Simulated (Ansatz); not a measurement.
# C4H9LiO: small, medium and large basis sets

Aim: see how fast density functionals converge with the basis set for C4H9LiO.

The runs use Ansatz 0.2.0, Gaussian basis; one geometry, several basis sets.

The runs, in order: PBE0-D4/def2-SVP; ωB97M-V/def2-SVP; PBE0-D4/def2-QZVPP; ωB97M-V/def2-QZVPP; the functionals' def2-TZVPP values are taken from earlier runs.

## (1) The relaxed structure

All runs share one geometry, relaxed beforehand with PBE0-D4 in a triple-zeta def2 set.

SMILES `[Li][O]C(C)(C)C`, 15 atoms, charge 0, spin multiplicity 1.

Atoms are counted from 1 here; the program's logs count them from 0.

Bond lengths: Li1–O2 1.582 Å, O2–C3 1.374 Å, C3–C4 1.532 Å, C3–C5 1.532 Å, C3–C6 1.532 Å, C4–H7 1.093 Å, C4–H8 1.094 Å, C4–H9 1.093 Å, C5–H10 1.093 Å, C5–H11 1.093 Å, C5–H12 1.094 Å, C6–H13 1.093 Å, C6–H14 1.094 Å, C6–H15 1.093 Å. Angles: Li1–O2–C3 180.0°, O2–C3–C4 109.8°, O2–C3–C5 109.8°, O2–C3–C6 109.8°, C4–C3–C5 109.2°, C4–C3–C6 109.1°, C5–C3–C6 109.2°, C3–C4–H7 109.7°, C3–C4–H8 112.3°, C3–C4–H9 109.7°, H7–C4–H8 108.5°, H7–C4–H9 108.2°, H8–C4–H9 108.5°, C3–C5–H10 109.7°, C3–C5–H11 109.7°, C3–C5–H12 112.3°, H10–C5–H11 108.2°, H10–C5–H12 108.5° and more.

As a file:

```csv
atom,x (Å),y (Å),z (Å)
Li1,1.91741,-1.55922,1.96073
O2,0.95498,-0.77821,0.97827
C3,0.11854,-0.10046,0.12437
C4,-1.30843,-0.63990,0.25982
C5,0.59095,-0.28648,-1.32058
C6,0.12596,1.39223,0.46717
H7,-1.65231,-0.51587,1.29025
H8,-2.01099,-0.12721,-0.40434
H9,-1.32249,-1.70697,0.02190
H10,1.61185,0.09064,-1.42570
H11,0.59296,-1.35031,-1.57305
H12,-0.04807,0.23867,-2.03710
H13,1.14244,1.78531,0.37909
H14,-0.52829,1.97246,-0.19074
H15,-0.20622,1.53452,1.49910
```

## (2) PBE0-D4 in def2-SVP

The input, in.yaml:

```yaml
crystal:
  periodic: [false, false, false]
  atoms:
    - {symbol: Li, position_ang: [1.917414, -1.559223, 1.960733]}
    - {symbol: O, position_ang: [0.954982, -0.778211, 0.978267]}
    - {symbol: C, position_ang: [0.118535, -0.100465, 0.124375]}
    - {symbol: C, position_ang: [-1.308426, -0.639903, 0.259823]}
    - {symbol: C, position_ang: [0.590952, -0.286483, -1.320581]}
    - {symbol: C, position_ang: [0.125958, 1.392232, 0.467173]}
    - {symbol: H, position_ang: [-1.652313, -0.515868, 1.290254]}
    - {symbol: H, position_ang: [-2.010986, -0.127209, -0.404344]}
    - {symbol: H, position_ang: [-1.322487, -1.706970, 0.021900]}
    - {symbol: H, position_ang: [1.611849, 0.090639, -1.425704]}
    - {symbol: H, position_ang: [0.592958, -1.350310, -1.573046]}
    - {symbol: H, position_ang: [-0.048074, 0.238674, -2.037101]}
    - {symbol: H, position_ang: [1.142439, 1.785313, 0.379090]}
    - {symbol: H, position_ang: [-0.528285, 1.972462, -0.190742]}
    - {symbol: H, position_ang: [-0.206218, 1.534521, 1.499102]}
basis:
  gaussian: {orbitals: def2-SVP}
hamiltonian: {xc: pbe0, dispersion: d4}
output: {orbitals: {seedname: orbitals}}
```

On the command line:

```sh
$ ansatz run in.yaml --threads 4 --pin off --events-out ev --progress --plain --max-ram 10444MiB
```

Further steps of the session: ωB97M-V in def2-SVP; PBE0-D4 in def2-QZVPP; ωB97M-V in def2-QZVPP.

Q: Predict the results of all the runs planned. Wanted: PBE0-D4: double and triple zeta above quadruple; ωB97M-V: double and triple zeta above quadruple.

The runs gave:

| quantity | value |
| --- | --- |
| PBE0-D4: double and triple zeta above quadruple | 7.56, 0.40 eV |
| ωB97M-V: double and triple zeta above quadruple | 7.92, 0.39 eV |

In words: For PBE0-D4 the step from double to triple zeta gains 7.16 eV and the next only 0.40 eV. Total energies overstate the basis error of differences, where much of it tends to cancel.
